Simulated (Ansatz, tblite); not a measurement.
# In(CO)H3 (CH3InO): a ladder of methods and basis sets

One table from this session's results is given with a row withheld; the runs are named, their logs left out.

Method: as each input shows; program: Ansatz 0.2.0, Gaussian basis.

The runs, in order: GFN1-xTB, GFN2-xTB, PBE-D4/def2-TZVP, r2SCAN-D4/def2-TZVP, ωB97X-V/def2-TZVP, B3LYP-D4/def2-TZVP, BHLYP-D4/def2-TZVP, B2PLYP/def2-TZVP, revPBE-D4/def2-TZVP, BLYP-D4/def2-TZVP, B97M-V/def2-TZVP, PBE-D4/def2-SVP, PBE0-D4/def2-SVP, PBE0-D4/def2-TZVPD, PBE-D4/def2-TZVPD, r2SCAN-D4/def2-TZVPD, CCSD(T)/def2-TZVPP, MP2/def2-TZVP, RPA/def2-TZVP, CCSD(T)/def2-TZVPD.

2 further runs of the same task are left out: 2 set aside as unsound or not needed. Runs told in other sessions of the task aren't counted.

### The relaxed structure

The geometry is that of the singlet, from an earlier relaxation (PBE-D4/def2-TZVP).

6 atoms, charge 0, spin multiplicity 1.

Bond lengths: In1–C2 2.524 Å, In1–H4 1.738 Å, In1–H5 1.737 Å, In1–H6 1.738 Å, C2–O3 1.134 Å. Angles: C2–In1–H4 92.9°, C2–In1–H5 94.0°, C2–In1–H6 93.0°, H4–In1–H5 119.7°, H4–In1–H6 119.6°, H5–In1–H6 119.7°, In1–C2–O3 179.0°.

In takes a core potential in the def2 sets. No spin-orbit coupling is included.

PBE0-D4/def2-TZVP was run before; its log isn't repeated, and its numbers join the tables.

The first run:

Tight binding, by tblite at 300 K electronic temperature and without a spin-polarisation term:

```python
tblite.interface.Calculator('GFN1-xTB', numbers, positions, charge=0, uhf=0).singlepoint()
```

Tight binding, by tblite at 300 K electronic temperature and without a spin-polarisation term:

```python
tblite.interface.Calculator('GFN2-xTB', numbers, positions, charge=0, uhf=0).singlepoint()
```

start.molden holds the orbitals of an earlier run on this state, given as this run's starting guess.

File in.yaml:

```yaml
crystal:
  periodic: [false, false, false]
  atoms:
    - {symbol: In, position_ang: [-0.014666, -0.001494, -0.980408]}
    - {symbol: C, position_ang: [0.016579, 0.011738, 1.543180]}
    - {symbol: O, position_ang: [0.041871, 0.001361, 2.676556]}
    - {symbol: H, position_ang: [1.719850, 0.001573, -1.088839]}
    - {symbol: H, position_ang: [-0.887362, 1.495793, -1.098347]}
    - {symbol: H, position_ang: [-0.876273, -1.508982, -1.052142]}
basis:
  gaussian: {orbitals: def2-TZVP, initial_orbitals: start.molden}
hamiltonian: {xc: pbe, dispersion: d4}
scf: {omitted_lower_state_checks: [starts]}
output: {orbitals: {seedname: orbitals}}
```

Run with:

```bash
ansatz run in.yaml --threads 4 --pin off --events-out ev --progress --plain --max-ram 3916MiB
```

Steps of the session up to this table: PBE-D4/def2-TZVP; r2SCAN-D4/def2-TZVP; ωB97X-V/def2-TZVP; B3LYP-D4/def2-TZVP; BHLYP-D4/def2-TZVP; B2PLYP/def2-TZVP; revPBE-D4/def2-TZVP; BLYP-D4/def2-TZVP; B97M-V/def2-TZVP; PBE-D4/def2-SVP; PBE0-D4/def2-SVP; PBE0-D4/def2-TZVPD; PBE-D4/def2-TZVPD; r2SCAN-D4/def2-TZVPD; CCSD(T)/def2-TZVPP; MP2/def2-TZVP; RPA/def2-TZVP; CCSD(T)/def2-TZVPD.

One of the session's tables, all rows but one given; the rest of the session is left out.

It belongs to the step «Levels side by side». 

| level | HOMO (eV) | LUMO (eV) | gap (eV) |
| --- | --- | --- | --- |
| PBE-D4/def2-SVP | -6.72 | -3.03 | 3.69 |
| PBE-D4/def2-TZVP | -6.80 | -3.11 | 3.68 |
| PBE-D4/def2-TZVPD | -6.81 | -3.14 | 3.67 |
| revPBE-D4/def2-TZVP | -6.75 | -3.02 | 3.73 |
| BLYP-D4/def2-TZVP | -6.71 | -3.02 | 3.69 |
| r2SCAN-D4/def2-TZVP | -7.08 | -2.92 | 4.16 |
| r2SCAN-D4/def2-TZVPD | -7.09 | -2.94 | 4.15 |
| B97M-V/def2-TZVP | -7.15 | -2.85 | 4.31 |
| B3LYP-D4/def2-TZVP | -7.78 | -2.28 | 5.50 |
| PBE0-D4/def2-SVP | -7.88 | -1.91 | 5.97 |
| PBE0-D4/def2-TZVP | ? | ? | ? |
| PBE0-D4/def2-TZVPD | -7.95 | -2.00 | 5.95 |
| BHLYP-D4/def2-TZVP | -9.06 | -0.77 | 8.29 |
| ωB97X-V/def2-TZVP | -10.30 | 0.42 | 10.71 |

Estimate the missing values for PBE0-D4/def2-TZVP.

The run gave: HOMO (eV): -7.94; LUMO (eV): -1.97; gap (eV): 5.97. In the column «HOMO (eV)» it lies between PBE0-D4/def2-TZVPD (-7.95) and PBE0-D4/def2-SVP (-7.88).
